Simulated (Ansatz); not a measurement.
# AlHClO (SMILES [O][AlH][Cl]): UB3LYP/STO-3G

What is the electronic atomisation energy of AlHClO at UB3LYP/STO-3G? 

Program for the calculation: Ansatz 0.2.0.

60 further runs of the same task are left out: 7 that didn't finish, 53 set aside as unsound or not needed.

**1. The molecule**

The species is AlHClO (4 atoms), meant as a doublet with charge 0. As SMILES, `[O][AlH][Cl]`. The coordinates come from a PBE0-D4/def2-TZVP relaxation.

Bond lengths: O1–Al2 1.729 Å, Al2–Cl3 2.081 Å, Al2–H4 1.566 Å. Angles: O1–Al2–Cl3 116.2°, O1–Al2–H4 118.8°, Cl3–Al2–H4 125.0°.

**2. A single-point energy at UB3LYP/STO-3G**

in.yaml

```yaml
crystal:
  periodic: [false, false, false]
  atoms:
    - symbol: O
      position_ang: [0.290600, -1.035900, 1.350600]
    - symbol: Al
      position_ang: [0.118400, 0.049000, 0.015600]
    - symbol: Cl
      position_ang: [-1.573200, -0.210600, -1.168800]
    - symbol: H
      position_ang: [1.219700, 1.137300, -0.217800]
basis:
  gaussian:
    orbitals: STO-3G
magnetization:
  spin_polarized: true
  initial_magnetization: 1
hamiltonian:
  xc: {name: B3LYP}
accuracy: high
```

Command:

```sh
$ ansatz run in.yaml --threads 1 --pin off --max-ram 2610MiB --events-out events.jsonl --progress --plain --runs-dir runs
```

Output:

```text
Warning: RAYON_NUM_THREADS=1 ignored (pool sized by the plan → 1); use --threads N
Functional definition: B3LYP
  name "B3LYP"
  parameter a0 = 0.2
  parameter ax = 0.72
  parameter ac = 0.81
  exchange = (1 - a0 - ax)*slater_x + ax*b88_x + a0*exact_x
  correlation = (1 - ac)*vwn_rpa_c + ac*lyp_c
432 factors; integrals over basis functions are off by at most 2.4e-8 eV
mean field evaluation 1: about -20936.5752 eV, gradient 1.9e1 eV
mean field evaluation 2: about -20931.5406 eV, gradient 3.6e1 eV
mean field evaluation 4: about -20939.5246 eV, gradient 1.2e0 eV
mean field evaluation 8: about -20939.5192 eV, gradient 2.3e-2 eV
mean field evaluation 16: about -20939.5192 eV, gradient 5.0e-5 eV
mean field -20939.51922754 eV, -769.5131382960 hartree, gradient 2.1e-8 eV, S^2 0.753856; 2 other end points of the search recorded, 0 dependent functions left out
reference -20939.51925262 eV, -769.5131392177 hartree; 20, 19 occupied and 4, 5 virtual orbitals, 432 factors
Total energy: -20939.51925262 eV, -769.5131392177 hartree
```

It took 3 s on 1 thread of Arm Neoverse V1, shared host; peak memory 0.14 GiB.

**3. The Al atom, same level**

in.yaml

```yaml
crystal:
  periodic: [false, false, false]
  atoms:
    - {symbol: Al, position_ang: [0.000000, 0.000000, 0.000000]}
basis:
  gaussian:
    orbitals: STO-3G
magnetization:
  spin_polarized: true
  initial_magnetization: 1
hamiltonian:
  xc: {name: B3LYP}
accuracy: high
```

Command:

```sh
$ ansatz run in.yaml --threads 1 --pin off --max-ram 2610MiB --events-out events.jsonl --progress --plain --runs-dir runs
```

Output (excerpt; [...] marks lines left out):

```text
Warning: RAYON_NUM_THREADS=1 ignored (pool sized by the plan → 1); use --threads N
[... 7 set-up lines as earlier in the session ...]
42 factors; integrals over basis functions are off by at most 1.7e-9 eV
mean field evaluation 1: about -6512.3969 eV, gradient 8.1e-1 eV
mean field evaluation 2: about -6512.3989 eV, gradient 1.4e-1 eV
mean field evaluation 4: about -6512.3986 eV, gradient 3.4e-3 eV
mean field evaluation 8: about -6512.3986 eV, gradient 3.7e-9 eV
mean field -6512.39864901 eV, -239.3262360887 hartree, gradient 3.0e-9 eV, S^2 0.750001; 0 other end points of the search recorded, 0 dependent functions left out
reference -6512.39866996 eV, -239.3262368587 hartree; 7, 6 occupied and 2, 3 virtual orbitals, 42 factors
Total energy: -6512.39866996 eV, -239.3262368587 hartree
```

It took 0.42 s on 1 thread of Arm Neoverse V1, shared host.

**4. The Cl atom at the same level**

Edit in.yaml of step 3 so:

```diff
@@ -3,3 +3,4 @@
   atoms:
-    - {symbol: Al, position_ang: [0.000000, 0.000000, 0.000000]}
+    - symbol: Cl
+      position_ang: [0.000000, 0.000000, 0.000000]
 basis:
```

Command:

```sh
$ ansatz run in.yaml --threads 1 --pin off --max-ram 2610MiB --events-out events.jsonl --progress --plain --runs-dir runs
```

Output (excerpt; [...] marks lines left out):

```text
Warning: RAYON_NUM_THREADS=1 ignored (pool sized by the plan → 1); use --threads N
[... 7 set-up lines as earlier in the session ...]
42 factors; integrals over basis functions are off by at most 4.6e-9 eV
mean field evaluation 1: about -12384.3964 eV, gradient 1.8e-1 eV
mean field evaluation 2: about -12384.3964 eV, gradient 2.3e-3 eV
mean field evaluation 4: about -12384.3968 eV, gradient 2.6e-8 eV
mean field -12384.39677959 eV, -455.1181872044 hartree, gradient 2.5e-8 eV, S^2 0.750000; 0 other end points of the search recorded, 0 dependent functions left out
reference -12384.39679573 eV, -455.1181877973 hartree; 9, 8 occupied and 0, 1 virtual orbitals, 42 factors
Total energy: -12384.39679573 eV, -455.1181877973 hartree
```

Wall time 0.3 s (1 thread of Arm Neoverse V1, shared host).

**5. The H atom at the same level**

input.yaml

```yaml
crystal:
  periodic: [false, false, false]
  atoms:
    - {symbol: H, position_ang: [0.000000, 0.000000, 0.000000]}
basis:
  gaussian: {orbitals: STO-3G}
magnetization: {spin_polarized: true, initial_magnetization: 1}
hamiltonian: {xc: {name: B3LYP}}
accuracy: high
```

Command:

```sh
$ ansatz run input.yaml --threads 1 --pin off --max-ram 2610MiB --events-out events.jsonl --progress --plain --runs-dir runs
```

Output (excerpt; [...] marks lines left out):

```text
Warning: RAYON_NUM_THREADS=1 ignored (pool sized by the plan → 1); use --threads N
[... 7 set-up lines as earlier in the session ...]
1 factors; integrals over basis functions are off by at most 4.6e-10 eV
mean field evaluation 1: about -12.7222 eV, gradient 0.0e0 eV
mean field evaluation 2: about -12.7222 eV, gradient 0.0e0 eV
mean field -12.72219657 eV, -0.4675321004 hartree, gradient 0.0e0 eV, S^2 0.750000; 0 other end points of the search recorded, 0 dependent functions left out
reference -12.72220983 eV, -0.4675325880 hartree; 1, 0 occupied and 0, 1 virtual orbitals, 1 factors
Total energy: -12.72220983 eV, -0.4675325880 hartree
```

Run time: 0.08 s. Hardware: 1 thread of Arm Neoverse V1, shared host.

**6. The O atom at the same level**

run.yaml

```yaml
crystal:
  periodic: [false, false, false]
  atoms:
    - symbol: O
      position_ang: [0.000000, 0.000000, 0.000000]
basis:
  gaussian:
    orbitals: STO-3G
total_charge: 0
magnetization:
  spin_polarized: true
  initial_magnetization: 2
hamiltonian:
  xc: {name: B3LYP}
accuracy: high
```

Command:

```sh
$ ansatz run run.yaml --threads 1 --pin off --max-ram 2610MiB --events-out events.jsonl --progress --plain --runs-dir runs
```

Output (excerpt; [...] marks lines left out):

```text
Warning: RAYON_NUM_THREADS=1 ignored (pool sized by the plan → 1); use --threads N
[... 7 set-up lines as earlier in the session ...]
15 factors; integrals over basis functions are off by at most 1.1e-9 eV
mean field evaluation 1: about -2014.5906 eV, gradient 4.4e-12 eV
mean field evaluation 2: about -2014.5912 eV, gradient 7.8e-12 eV
mean field -2014.59122478 eV, -74.0348619718 hartree, gradient 0.0e0 eV, S^2 2.000000; 0 other end points of the search recorded, 0 dependent functions left out
reference -2014.59123489 eV, -74.0348623433 hartree; 5, 3 occupied and 0, 2 virtual orbitals, 15 factors
Total energy: -2014.59123489 eV, -74.0348623433 hartree
```

Run time: 0.18 s. Hardware: 1 thread of Arm Neoverse V1, shared host.

**7. Summary of results**

Level: UB3LYP/STO-3G.

```
                     quantity          value
       molecule: total energy  -769.51314 Eh
               molecule: ⟨S²⟩          0.754
        Al atom: total energy  -239.32624 Eh
                Al atom: ⟨S²⟩          0.750
        Cl atom: total energy  -455.11819 Eh
                Cl atom: ⟨S²⟩          0.750
         H atom: total energy    -0.46753 Eh
                 H atom: ⟨S²⟩          0.750
         O atom: total energy   -74.03486 Eh
                 O atom: ⟨S²⟩          2.000
electronic atomisation energy      15.410 eV
```

Taking the molecule apart into free atoms costs 15.41 eV (355 kcal/mol), before zero-point energy and without spin-orbit coupling. In a minimal basis such a difference can be off by several eV, whatever the method.
